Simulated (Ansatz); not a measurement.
# Cs3BePb4Br12: the cost of one run

Method: DFT, PBE, plane-wave PAW, default files, scalar-relativistic, as far as a step names no other, in Ansatz 0.2.0.

**1. The structure to begin with**

Symmetry: Im-3m, No. 229, cubic system. The conventional cell has a = 11.740 Å, b = 11.740 Å, c = 11.740 Å, α = 90.00°, β = 90.00°, γ = 90.00°. Be (site symmetry m-3m) is surrounded by 12 Br at 4.15 Å. Cs (site symmetry 4/mmm) is surrounded by 12 Br at 4.15 Å. Pb (site symmetry -3m) is surrounded by 6 Br at 2.93 to 2.94 Å. Br (site symmetry mm2) has 2 Pb at 2.94 Å and 1 Be at 4.15 Å and 3 Cs at 4.15 Å as nearest neighbours.

As a file:

```
CELL_PARAMETERS angstrom
-5.87000 5.87000 5.87000
5.87000 -5.87000 5.87000
5.87000 5.87000 -5.87000
ATOMIC_POSITIONS crystal
Be 0.00000 0.00000 0.00000
Cs 0.50000 0.50000 0.00000
Cs 0.50000 0.00000 0.50000
Cs 0.00000 0.50000 0.50000
Pb 0.50000 0.50000 0.50000
Pb 0.00000 0.00000 0.50000
Pb 0.00000 0.50000 0.00000
Pb 0.50000 0.00000 0.00000
Br 0.50000 0.25000 0.25000
Br 0.00000 0.75000 0.25000
Br 0.00000 0.25000 0.75000
Br 0.50000 0.75000 0.75000
Br 0.25000 0.50000 0.25000
Br 0.75000 0.00000 0.25000
Br 0.75000 0.50000 0.75000
Br 0.25000 0.00000 0.75000
Br 0.25000 0.25000 0.50000
Br 0.75000 0.75000 0.50000
Br 0.75000 0.25000 0.00000
Br 0.25000 0.75000 0.00000
```

Atom 1 of the input is the impurity.

**2. First run, atoms as given**

input.yaml

```yaml
crystal:
  lattice:
    - [-5.87, 5.87, 5.87]
    - [5.87, -5.87, 5.87]
    - [5.87, 5.87, -5.87]
  atoms:
    - { symbol: Be, position: [0.0, 0.0, 0.0] }
    - { symbol: Cs, position: [0.5, 0.5, 0.0] }
    - { symbol: Cs, position: [0.5, 0.0, 0.5] }
    - { symbol: Cs, position: [0.0, 0.5, 0.5] }
    - { symbol: Pb, position: [0.5, 0.5, 0.5] }
    - { symbol: Pb, position: [0.0, 0.0, 0.5] }
    - { symbol: Pb, position: [0.0, 0.5, 0.0] }
    - { symbol: Pb, position: [0.5, 0.0, 0.0] }
    - { symbol: Br, position: [0.5, 0.25, 0.25] }
    - { symbol: Br, position: [0.0, 0.75, 0.25] }
    - { symbol: Br, position: [0.0, 0.25, 0.75] }
    - { symbol: Br, position: [0.5, 0.75, 0.75] }
    - { symbol: Br, position: [0.25, 0.5, 0.25] }
    - { symbol: Br, position: [0.75, 0.0, 0.25] }
    - { symbol: Br, position: [0.75, 0.5, 0.75] }
    - { symbol: Br, position: [0.25, 0.0, 0.75] }
    - { symbol: Br, position: [0.25, 0.25, 0.5] }
    - { symbol: Br, position: [0.75, 0.75, 0.5] }
    - { symbol: Br, position: [0.75, 0.25, 0.0] }
    - { symbol: Br, position: [0.25, 0.75, 0.0] }
total_charge: 1
kpoints:
  mp_grid: { grid: [2, 2, 2] }
scf:
  occupations: { method: fermi_dirac, width: 0.01 }
hamiltonian:
  xc: pbe
  pseudopotentials: { kind: paw }
output:
  forces: true
  stress: true
  populations: true
  efg:
    quadrupole_moments_barn: { Be: 0.05288, Cs: -0.00343, Br: 0.2579 }
    contact_densities: true
```

Command:

```
ansatz run input.yaml --threads 1 --pin off --max-ram 3072MiB --backend cpu --events-out ev --progress --plain --runs-dir out
```

What time and memory should one allow on 1 thread of Arm Neoverse V1, shared host?

About 37 s, with a peak of 1.2 GiB.
